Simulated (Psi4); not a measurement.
**[CSO3F3]− (trifluoromethanesulfonate): SVWN5/def2-SVP**

What is the vertical ionisation energy of [CSO3F3]− (trifluoromethanesulfonate) at SVWN5/def2-SVP? 

The calculation is run with Psi4 1.11.

13 further runs of the same task are left out: 10 that didn't finish, 3 set aside as unsound or not needed. Runs told in other sessions of the task aren't counted.

## 1. The molecule

[CSO3F3]− has 8 atoms, charge -1, and is taken as a singlet. As SMILES, `[O-]S(=O)(=O)C(F)(F)F`. The shape is that of a PBE0-D4/def2-TZVPD optimisation.

Bond lengths: O1–S2 1.447 Å, S2–O3 1.447 Å, S2–O4 1.447 Å, S2–C5 1.853 Å, C5–F6 1.341 Å, C5–F7 1.341 Å, C5–F8 1.341 Å. Some angles: O1–S2–O3 115.5°, O1–S2–O4 115.5°, O1–S2–C5 102.4°, O3–S2–O4 115.5°, O3–S2–C5 102.4°, O4–S2–C5 102.4°, S2–C5–F6 111.9°, S2–C5–F7 111.9°, S2–C5–F8 111.9°, F6–C5–F7 106.9°.

## 2. Energy and forces at SVWN5/def2-SVP

Contents of cf3o3s.in:

```
memory 2.2 GB

molecule mol {
  -1 1
  O
  S 1 1.446667
  O 2 1.446669 1 115.53446
  O 2 1.446678 1 115.53454 3 139.25625
  C 2 1.853343 1 102.37941 3 -110.37145
  F 5 1.341383 2 111.91198 1 60.10958
  F 5 1.341385 6 106.92302 2 -122.87892
  F 5 1.341382 6 106.92338 7 -114.24298
  symmetry c1
  no_reorient
  no_com
}

set basis def2-SVP
set puream true
set e_convergence 1e-09
set d_convergence 1e-08
set scf_type pk
set dft_radial_points 99
set dft_spherical_points 590

energy_value, wavefunction = gradient("scf", dft_functional={"name": "SVWN5", "x_functionals": {"LDA_X": {}}, "c_functionals": {"LDA_C_VWN": {}}}, return_wfn=True)
oeprop(wavefunction, "LOWDIN_CHARGES", "DIPOLE", "WIBERG_LOWDIN_INDICES", title="SCF")
print_variables()
```

On the command line:

```bash
psi4 -n 1 cf3o3s.in cf3o3s.out
```

cf3o3s.out (excerpt; [...] marks lines left out):

```text
[...]
  Running in c1 symmetry.
[...]
  Nuclear repulsion =  555.370003803737745
[...]
  Multiplicity = 1
[...]
  Nalpha       = 37
  Nbeta        = 37
[...]
    Number of basis functions: 116
[...]
   @RKS iter   1:  -955.35058324092040    8.30439e-01   9.87375e-03 DIIS/ADIIS
[...]
   @RKS iter  12:  -955.81893227219155   -4.01315e-11   4.49448e-09 DIIS
[...]
    Orbital Energies [Eh]
    ---------------------
    Doubly Occupied:
       1A    -87.694755     2A    -23.964061     3A    -23.963911
       4A    -23.963911     5A    -18.384324     6A    -18.384176
       7A    -18.384175     8A     -9.835173     9A     -7.612961
      10A     -5.673206    11A     -5.673206    12A     -5.673146
      13A     -1.029162    14A     -0.934789    15A     -0.934787
      16A     -0.839990    17A     -0.693920    18A     -0.693916
      19A     -0.476073    20A     -0.400235    21A     -0.375024
      22A     -0.375024    23A     -0.279834    24A     -0.252184
      25A     -0.252183    26A     -0.225487    27A     -0.217920
      28A     -0.217919    29A     -0.201309    30A     -0.201309
      31A     -0.189934    32A     -0.103579    33A     -0.103578
      34A     -0.074824    35A     -0.074822    36A     -0.064945
[...]
  @RKS Final Energy:  -955.81893227219155
   => Energetics <=
    Nuclear Repulsion Energy =            555.3700038037377453
    One-Electron Energy =               -2448.6278425570867512
    Two-Electron Energy =                1020.9624043039066237
    DFT Exchange-Correlation Energy =     -83.5234978227492064
    Empirical Dispersion Energy =           0.0000000000000000
    VV10 Nonlocal Energy =                  0.0000000000000000
    Total Energy =                       -955.8189322721915460
[...]
  -Total Gradient:
     Atom            X                  Y                   Z
    ------   -----------------  -----------------  -----------------
       1        0.001373040776    -0.000512524049     0.040694287823
       2        0.018661579549    -0.006939900483    -0.004379195308
       3        0.001382638178     0.036503160420    -0.017993115499
       4       -0.022788748677    -0.028537335131    -0.017987842843
       5        0.001497252632    -0.000556081304    -0.000352069803
       6       -0.000798222651    -0.001460683040    -0.000917661686
       7        0.000351970569    -0.000126129884     0.001874792948
       8        0.000332094029     0.001634577661    -0.000938334074
[...]
 Multipole Moments:
 ------------------------------------------------------------------------------------
     Multipole            Electronic (a.u.)      Nuclear  (a.u.)        Total (a.u.)
 ------------------------------------------------------------------------------------
 L = 1.  Multiply by 2.5417464519 to convert [e a0] to [Debye]
 Dipole X            :         -5.1173444            3.6774475           -1.4398969
 Dipole Y            :          1.9002040           -1.3655384            0.5346656
 Dipole Z            :          1.1981048           -0.8609970            0.3371078
 Magnitude           :                                                    1.5725177
[...]
```

Run time: 15 s. Hardware: 1 thread of Intel Xeon 6975P-C (Granite Rapids), shared host; peak memory 0.71 GiB.

## 3. Doublet neutral CSO3F3, same level

Contents of job.inp:

```
memory 2200 mb

molecule m {
  0 2
  O     -0.452120    -1.793850     0.534600
  S      0.514500    -0.855220     0.007850
  O      1.622110    -0.542800     0.884460
  O      0.853150    -1.026290    -1.388190
  C     -0.440870     0.732840    -0.006730
  F     -0.854330     1.079580     1.221330
  F      0.292430     1.753940    -0.474640
  F     -1.534870     0.651830    -0.778680
  symmetry c1
}

set {
  basis def2-SVP
  reference uks
  puream true
  e_convergence 1e-09
  d_convergence 1e-08
  scf_type pk
  dft_radial_points 99
  dft_spherical_points 590
  maxiter 100
}

e, wfn = gradient("scf", dft_functional={"name": "SVWN5", "x_functionals": {"LDA_X": {}}, "c_functionals": {"LDA_C_VWN": {}}}, return_wfn=True)
oeprop(wfn, "QUADRUPOLE", "LOWDIN_CHARGES", "MAYER_INDICES", title="SCF")
```

On the command line:

```bash
psi4 -i job.inp -o job.out -n 1
```

job.out (excerpt; [...] marks lines left out):

```text
[...]
  Running in c1 symmetry.
[...]
  Nuclear repulsion =  555.370021778111777
[...]
  Multiplicity = 2
[...]
  Nalpha       = 37
  Nbeta        = 36
[...]
    Number of basis functions: 116
[...]
   @UKS iter   1:  -955.19928660199605    9.81735e-01   9.13834e-03 DIIS/ADIIS
[...]
   @UKS iter  15:  -955.65250375486676    0.00000e+00   1.70338e-09 DIIS
[...]
   @S^2 Observed:                7.527600272E-01
[...]
  @UKS Final Energy:  -955.65250375486676
   => Energetics <=
    Nuclear Repulsion Energy =            555.3700217781117772
    One-Electron Energy =               -2430.4714593526723547
    Two-Electron Energy =                1002.5182546950443339
    DFT Exchange-Correlation Energy =     -83.0693208753504564
    Empirical Dispersion Energy =           0.0000000000000000
    VV10 Nonlocal Energy =                  0.0000000000000000
    Total Energy =                       -955.6525037548667569
  UHF NO Occupations:
  HONO-2 :   35  A 1.9995017
  HONO-1 :   36  A 1.9995017
[...]
  -Total Gradient:
     Atom            X                  Y                   Z
    ------   -----------------  -----------------  -----------------
       1        0.019341503634     0.037709999367    -0.014563573376
       2        0.036711002424    -0.061029438510     0.000570252949
       3       -0.037580629700     0.003372506419    -0.024179702993
       4       -0.016483744789     0.016654831302     0.038192540456
       5        0.023905557707    -0.039739604412     0.000365486428
       6       -0.010004908388     0.013612175803     0.010754652011
       7        0.000142892560     0.019577356742    -0.004233633981
       8       -0.016031926507     0.009836701080    -0.006914519134
[...]
```

It took 23 s on 1 thread of Intel Xeon 6975P-C (Granite Rapids), shared host; peak memory 0.71 GiB.

## 4. Results

Level: SVWN5/def2-SVP.

| quantity | value |
| --- | --- |
| singlet [CSO3F3]−: total energy | -955.81893 Eh |
| singlet [CSO3F3]−: HOMO energy | -0.61 eV |
| singlet [CSO3F3]−: LUMO energy | 6.66 eV |
| singlet [CSO3F3]−: HOMO–LUMO gap (to an unbound level, set by the basis) | 7.27 eV |
| singlet [CSO3F3]−: largest force on an atom | 2.094 eV/Å |
| doublet neutral CSO3F3: total energy | -955.65250 Eh |
| doublet neutral CSO3F3: dipole moment | 0.09 D |
| doublet neutral CSO3F3: HOMO energy (highest over α and β) | -8.71 eV |
| doublet neutral CSO3F3: LUMO energy (lowest over α and β) | -8.44 eV |
| doublet neutral CSO3F3: ⟨S²⟩ | 0.753 |
| doublet neutral CSO3F3: largest force on an atom | 3.662 eV/Å |
| vertical detachment energy (to the doublet neutral) | 4.529 eV |

In words: The vertical ionisation energy comes to 4.53 eV (437 kJ/mol). The largest force (singlet [CSO3F3]−) is 2.09 eV/Å: the shape isn't a stationary point for this species at this level. The negative HOMO energy of the first species, 0.61 eV, lies 3.91 eV below that difference.
